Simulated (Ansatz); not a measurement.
I need a relaxed scan of one distance of CH₄AlI, SMILES [CH3][AlH][I]. Use Ansatz 0.2.0, Python API. Level of theory (for the species named): PBE, def2-SVP basis, multiplicity 1.

```xyz
7

C    -0.7625    0.4430   -0.3256
Al    0.9127   -0.3674    0.1654
I     0.9364   -2.1754    1.9918
H    -0.6759    1.5915   -0.1609
H    -1.6260    0.0492    0.2590
H    -1.0164    0.3161   -1.4126
H     2.2928    0.0750   -0.5629
```

Script `ch4ali_relaxed_scan.py`:
```python
# -*- coding: utf-8 -*-
"""One bond of CH4AlI held at set lengths while the rest relaxes."""

import ansatz as az
from ase import Atoms
import numpy as np

params = {
    "basis": "def2-SVP",
    "functional": "PBE",
}


def main():
    atoms = Atoms(["C", "Al", "I", "H", "H", "H", "H"], positions=[
        [-0.7625, 0.443, -0.3256],
        [0.9127, -0.3674, 0.1654],
        [0.9364, -2.1754, 1.9918],
        [-0.6759, 1.5915, -0.1609],
        [-1.626, 0.0492, 0.259],
        [-1.0164, 0.3161, -1.4126],
        [2.2928, 0.075, -0.5629],
    ])
    geometry = az.Crystal.molecule_from_ase(atoms)

    base = (
        geometry.calculation()
        .basis(gaussian=params["basis"])  # the orbital basis, by name
        .functional(params["functional"])
    )
    symbols = [site.symbol for site in geometry.cartesian_sites]
    pairs = [(0, 1), (0, 3), (0, 4), (0, 5), (1, 2), (1, 6)]
    print("held (A)   E (eV)        ", "  ".join(f"{symbols[i]}{i}-{symbols[j]}{j}" for i, j in pairs))
    for length in [2.36, 2.57, 2.78, 3.08, 3.47]:
        data = base.relax(constraints=[az.DistanceConstraint((1, 2), at=length)], force_tolerance=0.02, max_steps=60).run(threads=1).report
        xyz = np.array(data["positions_ang"])
        print(f"{length:6.2f} {data['free_energy_ev']:14.5f}  ", "  ".join(f"{np.linalg.norm(xyz[i] - xyz[j]):.3f}" for i, j in pairs))


if __name__ == "__main__":
    main()
```

```console
$ python ch4ali_relaxed_scan.py
held (A)   E (eV)         C0-Al1  C0-H3  C0-H4  C0-H5  Al1-I2  Al1-H6
DeckWarning: relax.constraints: the input's atoms, or those drawn, lie off the distances that are held; a relaxation that starts there is brought onto them ahead of its first SCF, by positions alone, [...]
  2.36   -15792.73629   1.960  1.112  1.108  1.112  2.360  1.599
  2.57   -15792.83631   1.956  1.112  1.108  1.111  2.570  1.595
  2.78   -15792.58682   1.952  1.111  1.107  1.111  2.780  1.593
  3.08   -15792.01195   1.948  1.111  1.107  1.111  3.080  1.591
  3.47   -15791.23904   1.945  1.111  1.107  1.111  3.470  1.590
```
(Warnings from the package without file and line, shortened, repeats left out.)

Total energies depend on the basis set; only differences at equal settings carry meaning. The energies are electronic: no zero-point or thermal terms, and the basis set is short of its limit. def2 sets replace the cores of elements past krypton by effective core potentials. Finished in 70 s on 1 thread of Arm Neoverse V1 (shared host), peak memory 0.22 GiB.

(A comment or docstring line of the script was reworded after the run, the code is as it ran; lines on the test bed's own set-up are left out of the output.)
